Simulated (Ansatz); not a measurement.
Runs of Ansatz 0.2.0 on LaMnIn. Symmetry: P-6m2, No. 187, hexagonal system. Conventional cell: a = 4.593 Å, b = 4.593 Å, c = 4.097 Å, α = 90.00°, β = 90.00°, γ = 120.00°. Around La (site symmetry -6m2) lie 6 Mn at 3.35 Å and 6 In at 3.35 Å. Around In (site symmetry -6m2) lie 3 Mn at 2.65 Å. Mn (site symmetry -6m2) is surrounded by 3 In at 2.65 Å. The cell comes from a database or a generator and needn't be the stable form of this composition.

| task | level | spin | U | k mesh | smearing | broadening | hubbard projectors | double counting | gap on the mesh (eV) | pressure (GPa) | moment (μB) |
| --- | --- | --- | --- | --- | --- | --- | --- | --- | --- | --- | --- |
| single point | PBE | collinear, ferromagnetic start | - | 7 × 7 × 7 | gaussian 0.02 eV | - | - | - | none | (b) | 3.13 |
| single point | LDA | collinear, ferromagnetic start | - | 7 × 7 × 7 | gaussian 0.02 eV | - | - | - | none | (a) | 3.19 |
| density of states | LDA | non-collinear, program default start | - | 5 × 5 × 5 | tetrahedron | - | - | - | none | -6.4 | 0.00 |
| single point | RPBE | collinear, ferromagnetic start | - | 7 × 7 × 7 | gaussian 0.05 eV | - | - | - | none | 7.4 | 3.13 |
| optical spectrum | LDA+U | collinear, random start | La f U = 6 eV, Mn d U = 2 eV | 7 × 7 × 7 | methfessel-paxton 0.1 eV | 0.2 eV | ortho-atomic (the default) | fll (the default) | none | - | 3.46 |

Alike in all rows: potentials or basis Ansatz PAW; cell as given; cutoff (eV) 420.

Question: Estimate the missing entries.

Answer: (a) -1.5; (b) 5.0.

Caveats: the PAW data sets come from PBE, with cores solved anew for the run's functional, which leaves a small shift of forces and pressure (some runs); the density of states is complete only up to the lowest level of the last band computed (some runs); the potentials were made for another functional, which shifts forces and pressure (some runs); the magnetic or orbital state may not be the lowest (some runs); the U is typed as a test and isn't derived for this compound (some runs).

A k mesh can miss the band edges, and the runs leave out spin-orbit coupling on In, La.

A gap of «none» marks a metal or a gap under the smearing width.

Not every run made on this cell is shown here.
